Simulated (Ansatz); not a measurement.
# BeB3P2: the cost of one run

Method: DFT PBE, scalar-relativistic, plane waves, PAW, in Ansatz 0.2.0.

1 further run of the same task is left out (it didn't finish).

### 1 Starting point

It takes space group R-3m (No. 166, trigonal). The conventional cell has a = 6.178 Å, b = 6.178 Å, c = 7.566 Å, α = 90.00°, β = 90.00°, γ = 120.00°. Be (site symmetry -3m) has 2 P at 1.89 Å as nearest neighbours. Around B (site symmetry 2/m) lie 2 P at 1.89 Å. P (site symmetry 3m) has 3 B at 1.89 Å and 1 Be at 1.89 Å as nearest neighbours.

Structure file:

```
Be B P
1.0
     3.08881    1.78332    2.52200
    -3.08881    1.78332    2.52200
     0.00000   -3.56665    2.52200
Be B P
1 3 2
Direct
  0.50000 0.50000 0.50000
  0.00000 0.50000 0.00000
  0.50000 0.00000 0.00000
  0.00000 0.00000 0.50000
  0.75000 0.75000 0.75000
  0.25000 0.25000 0.25000
```

Recipe of the guess: ordered mixture on the cation sites of cuprite (R-3m, No. 166). The dimensions are guesses.

### 2 Probe: one point on a coarse mesh

File input.yaml:

```yaml
crystal:
  lattice:
    - [3.08880657, 1.7833233, 2.522]
    - [-3.08880657, 1.7833233, 2.522]
    - [0.0, -3.5666466, 2.522]
  atoms:
    - { symbol: Be, position: [0.5, 0.5, 0.5] }
    - { symbol: B, position: [0.0, 0.5, 0.0] }
    - { symbol: B, position: [0.5, 0.0, 0.0] }
    - { symbol: B, position: [0.0, 0.0, 0.5] }
    - { symbol: P, position: [0.75, 0.75, 0.75] }
    - { symbol: P, position: [0.25, 0.25, 0.25] }
basis:
  ecutwfc: 420
kpoints:
  mp_grid: { grid: [4, 4, 4] }
hamiltonian:
  xc: pbe
scf:
  occupations: { method: gaussian, width: 0.1 }
  lower_state_search: "off"
output:
  forces: true
  stress: true
  eigenvalues: true
```

On the command line:

```console
ansatz run input.yaml --threads 1 --pin off --max-ram 2048MiB --backend cpu --events-out ev --progress --plain --runs-dir out
```

What time and memory should one allow on 1 thread of Arm Neoverse V1, shared host?

About 1.6 s, with a peak of 0.3 GiB.
